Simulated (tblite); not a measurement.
# C4H4B2F2Si: the cost of one run

Computed with tblite 0.8.0 and PySCF 2.14.0, with density-fitted response routines of our own, on a single molecule in the gas phase. Atoms are numbered from 0 throughout.

## (1) Starting geometry

13 atoms, charge 0, multiplicity 1; geometry from: force field or distance geometry start.

Bonds of the start (Å): C0–C1 1.23, C1–C2 1.40, C2–C3 1.21, C3–B4 1.55, B4–Si5 1.96, Si5–B6 1.94, B6–F7 1.46, B6–F8 1.46, C0–H9 1.06, B4–H10 1.19, Si5–H11 1.46, Si5–H12 1.49.

## (2) Geometry optimisation with GFN2-xTB

Job settings and geometry (Å):

```
{"job": {"kind": "relax", "xc": "GFN2-xTB", "basis": "xTB"}, "charge": 0, "multiplicity": 1}
C      4.421200     0.887800     1.177100
C      3.319000     0.413700     0.911400
C      2.063200    -0.153300     0.638500
C      0.972900    -0.630000     0.395800
B     -0.407200    -1.278600     0.097000
Si    -1.499200    -0.423800    -1.282900
B     -3.282300    -0.254200    -0.529700
F     -3.498500     0.909600     0.316400
F     -3.919400    -1.477500    -0.063500
H      5.366600     1.301000     1.419800
H     -0.991600    -1.897300     0.924300
H     -1.507800    -1.227900    -2.502400
H     -1.041300     0.969800    -1.519400
```

Run with:

```console
> OMP_NUM_THREADS=1 python probes_run.py task.json out
```

This one command runs all jobs of the session in turn.

**Question.** How long does this first job take on 1 thread of Arm Neoverse N1, shared host, and how much memory does it need?

About 2 s, with a peak of 0.18 GiB.
